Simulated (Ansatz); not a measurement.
# CH₇ClO₂Si₂: one species, many methods

One table from this session's results is given with a row withheld; the runs are named, their logs left out.

Program: Ansatz 0.2.0, Gaussian basis. Level of theory: functionals in def2-TZVPP, the program's frozen cores in correlated methods. These are calculated values, not measurements.

The runs, in order: PBE-D4, r2SCAN-D4, PBE0-D4, B3LYP-D4, ωB97X-V, ωB97M-V, B2PLYP; CCSD(T)/def2-TZVPP; MP2/def2-QZVPP; extrapolation to the limit.

**Structure used throughout**

All runs share one geometry, relaxed beforehand with PBE0-D4 in a triple-zeta def2 set.

SMILES `CO[Si](O)([SiH3])Cl`, 13 atoms, charge 0, spin multiplicity 1.

Atoms are counted from 1 here; the program's logs count them from 0.

Bond lengths: C1–O2 1.412 Å, C1–H7 1.090 Å, C1–H8 1.094 Å, C1–H9 1.095 Å, O2–Si3 1.630 Å, Si3–O4 1.626 Å, Si3–Si5 2.333 Å, Si3–Cl6 2.073 Å, O4–H10 0.960 Å, Si5–H11 1.485 Å, Si5–H12 1.488 Å, Si5–H13 1.486 Å. Angles: O2–C1–H7 107.9°, O2–C1–H8 111.1°, O2–C1–H9 111.3°, H7–C1–H8 109.0°, H7–C1–H9 108.6°, H8–C1–H9 108.8°, C1–O2–Si3 126.5°, O2–Si3–O4 108.2°, O2–Si3–Si5 114.6°, O2–Si3–Cl6 107.1°, O4–Si3–Si5 108.3°, O4–Si3–Cl6 110.5°, Si5–Si3–Cl6 108.1°, Si3–O4–H10 118.3°, Si3–Si5–H11 110.1°, Si3–Si5–H12 108.6°, Si3–Si5–H13 110.5°, H11–Si5–H12 109.0° and more.

Geometry (Å):

```xyz
13
CH7ClO2Si2
C    -0.0939   -1.6014    1.3982
O    -0.6269   -0.3208    1.1364
Si    0.0457    0.8367    0.2072
O    -0.7793    2.2185    0.4425
Si    0.0506    0.3661   -2.0780
Cl    2.0125    1.0501    0.8257
H    -0.7532   -2.1003    2.1092
H     0.9082   -1.5308    1.8307
H    -0.0430   -2.2049    0.4861
H    -0.9007    2.5291    1.3427
H     0.7852    1.4258   -2.8148
H     0.7349   -0.9377   -2.2922
H    -1.3401    0.2695   -2.5938
```

The first run:

Contents of in.yaml:

```yaml
crystal:
  periodic: [false, false, false]
  atoms:
    - {symbol: C, position_ang: [-0.093894, -1.601373, 1.398210]}
    - {symbol: O, position_ang: [-0.626860, -0.320811, 1.136422]}
    - {symbol: Si, position_ang: [0.045657, 0.836677, 0.207241]}
    - {symbol: O, position_ang: [-0.779320, 2.218535, 0.442457]}
    - {symbol: Si, position_ang: [0.050641, 0.366134, -2.077963]}
    - {symbol: Cl, position_ang: [2.012494, 1.050064, 0.825688]}
    - {symbol: H, position_ang: [-0.753200, -2.100348, 2.109204]}
    - {symbol: H, position_ang: [0.908228, -1.530770, 1.830723]}
    - {symbol: H, position_ang: [-0.043027, -2.204876, 0.486060]}
    - {symbol: H, position_ang: [-0.900740, 2.529142, 1.342696]}
    - {symbol: H, position_ang: [0.785228, 1.425804, -2.814781]}
    - {symbol: H, position_ang: [0.734871, -0.937674, -2.292206]}
    - {symbol: H, position_ang: [-1.340058, 0.269486, -2.593764]}
basis:
  gaussian: {orbitals: def2-TZVPP}
hamiltonian: {xc: pbe, dispersion: d4}
output: {forces: true, orbitals: {seedname: orbitals}}
```

Run with:

```sh
ansatz run in.yaml --threads 2 --pin off --events-out ev --progress --plain --max-ram 32768MiB --backend cuda --devices 0, --max-vram 18GiB
```

Steps of the session up to this table: PBE-D4 (GGA); r2SCAN-D4 (meta-GGA); PBE0-D4 (hybrid); B3LYP-D4 (hybrid); ωB97X-V (range-separated); ωB97M-V (range-separated); B2PLYP (double hybrid); CCSD(T) in def2-TZVPP; MP2 in def2-QZVPP.

One of the session's tables, all rows but one given; the rest of the session is left out.

| method | atomisation energy (kcal/mol) |
| --- | --- |
| PBE-D4 | 1126.5 |
| r2SCAN-D4 | 1120.0 |
| PBE0-D4 | 1109.6 |
| B3LYP-D4 | 1113.0 |
| ωB97X-V | ? |
| ωB97M-V | 1120.6 |
| B2PLYP | 1101.5 |
| HF/def2-TZVPP | 818.1 |
| MP2/def2-TZVPP | 1107.0 |
| CCSD/def2-TZVPP | 1072.9 |
| CCSD(T)/def2-TZVPP | 1088.5 |
| MP2/CBS | 1139.9 |
| CCSD(T)/CBS | 1121.4 |

Q: Estimate the row for ωB97X-V from the others.

**Answer.** atomisation energy (kcal/mol): 1123.2. In the column «atomisation energy (kcal/mol)» it lies between CCSD(T)/CBS (1121.4) and PBE-D4 (1126.5).
